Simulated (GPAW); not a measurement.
Runs of GPAW 26.7.0 on BiTe. The structure is cubic, space group Fm-3m (No. 225). Conventional cell: a = 6.470 Å, b = 6.470 Å, c = 6.470 Å, α = 90.00°, β = 90.00°, γ = 90.00°. Bi (site symmetry m-3m) is surrounded by 6 Te at 3.23 Å. Te (site symmetry m-3m) has 6 Bi at 3.23 Å as nearest neighbours. 

```tsv
task	level	potentials or basis	cell	k mesh	cutoff (eV)	maxiter	convergence	gap on the mesh (eV)	pressure (GPa)	V0 of scaled cells (Å³/atom)	B0 (GPa)
single point	PBE	GPAW PAW data sets (gpaw-data 1.2.1), pw	as given	6 × 6 × 6	450	120	default	none	(b)	-	-
single point	PBE	GPAW PAW data sets (gpaw-data 1.2.1), pw	strain = 0.02	7 × 7 × 7	600	150	-	none	-0.2	-	-
equation of state	PBEsol	PAW data sets generated in the run's folder for this functional, pw	as given	7 × 7 × 7	600	150	-	-	-	32.68	(a)
equation of state	LDA	the program's PAW data sets (release 1.2.1) made for this functional, pw	as given	7 × 7 × 7	600	150	-	-	-	31.95	56
```

Alike in all rows: no spin polarisation; smearing fermi-dirac 0.05 eV.

**Question.** Fill in the values left out.

**Answer.** (a) 53; (b) 0.5.

Caveats: spin-orbit coupling is left out, which moves the levels of the heavy elements; the cutoff is short for stress and forces, so pressures can be off by a GPa or more (some runs); the density grid can change from cell to cell, which puts small steps into energies and stress (some runs).

A k mesh can miss the band edges, and the runs leave out spin-orbit coupling on Bi, Te.

A gap of «none» marks a metal or a gap under the smearing width.
